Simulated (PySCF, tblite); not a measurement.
# C7H8B2: geometry, infrared bands and NMR shifts

Wanted: the infrared bands and NMR shifts of C7H8B2 (`BC#C/C=C(\C)BC#C`), by calculation.

Programs: tblite 0.8.0 and PySCF 2.14.0, with density-fitted response routines of our own. Each step states its level of theory. These are calculated values for one molecule in the gas phase, unless marked as measured. Atoms are numbered from 0 throughout.

**1. The starting structure**

17 atoms, charge 0, multiplicity 1; geometry from: force field or distance geometry start.

Bonds of the start (Å): B0–C1 1.57, C1–C2 1.19, C2–C3 1.45, C3–C4 1.34, C4–C5 1.48, C4–B6 1.56, B6–C7 1.55, C7–C8 1.21, B0–H9 1.18, B0–H10 1.19, C3–H11 1.09, C5–H12 1.12, C5–H13 1.12, C5–H14 1.09, B6–H15 1.20, C8–H16 1.07.

**2. Optimising the geometry with GFN2-xTB**

The job: settings as JSON, then the geometry in Å.

```
{"job": {"kind": "relax", "xc": "GFN2-xTB", "basis": "xTB"}, "charge": 0, "multiplicity": 1}
B      4.133000     0.075300    -0.728800
C      2.567100     0.085800    -0.698600
C      1.375100     0.063300    -0.654800
C     -0.078900     0.032500    -0.625700
C     -0.748000     0.139400     0.526300
C     -0.023900     0.320300     1.803500
B     -2.302000     0.101500     0.578700
C     -3.113400     0.737100    -0.572400
C     -3.769300     1.216500    -1.471400
H      4.732200     1.031100    -1.058300
H      4.678800    -0.978800    -0.857400
H     -0.596200    -0.110900    -1.571400
H     -0.382300    -0.506700     2.470700
H     -0.415000     1.271200     2.250800
H      1.059000     0.373600     1.685800
H     -2.766100    -0.849100     1.155300
H     -4.357000     1.659300    -2.242100
```

Command:

```console
$ OMP_NUM_THREADS=1 python probes_run.py task.json out
```

This one command runs all jobs of the session in turn.

**Question.** This job is followed by: GFN2-xTB harmonic vibrations, gas phase; GIAO PBE0/pcSseg-1 NMR shielding, non-relativistic, gas phase. Predict these results of the whole session: strongest single infrared mode (GFN2-xTB); zero-point energy (GFN2-xTB); 13C shifts against TMS (PBE0/pcSseg-1); 1H shifts against TMS (PBE0/pcSseg-1, means over atoms taken as alike); 11B shifts against BF3·OEt2 (PBE0/pcSseg-1); surface potential, 1st and 99th percentile.

**Answer**, as computed:

| quantity | value |
| --- | --- |
| strongest single infrared mode (GFN2-xTB) | 2618 cm⁻¹, 321 km/mol |
| zero-point energy (GFN2-xTB) | 74.8 kcal/mol |
| 13C shifts against TMS (PBE0/pcSseg-1) | 160.7, 158.9, 138.8, 134.4, 128.8, 99.3, 26.1 ppm |
| 1H shifts against TMS (PBE0/pcSseg-1, means over atoms taken as alike) | 7.60, 7.00, 6.19, 4.25, 2.39 ppm |
| 11B shifts against BF3·OEt2 (PBE0/pcSseg-1) | 64.5, 54.2 ppm |
| surface potential, 1st and 99th percentile | -0.68 V and 1.55 V |

Over 93 steps the energy fell by 0.656 eV; of the close pairs, B0–C1 changed most, 1.566 to 1.486 Å. All 45 modes are real, so the xTB geometry is a minimum. Unscaled tight-binding wavenumbers are off by several per cent, some by more. Its intensities can rank the bands wrongly. The most deshielded hydrogen is H11 (hydrogen on an alkene CH), at 7.60 ppm: olefinic region. At PBE0/pcSseg-1: The largest span, 307 ppm, is at C7, where the paramagnetic term is -168 ppm. By nearest atom (PBE0/pcSseg-1), the HOMO sits on C1, C4 about 22 % each; C2, C3 about 13 % each and the LUMO on B6 23 %; C1, C3 about 12 % each.
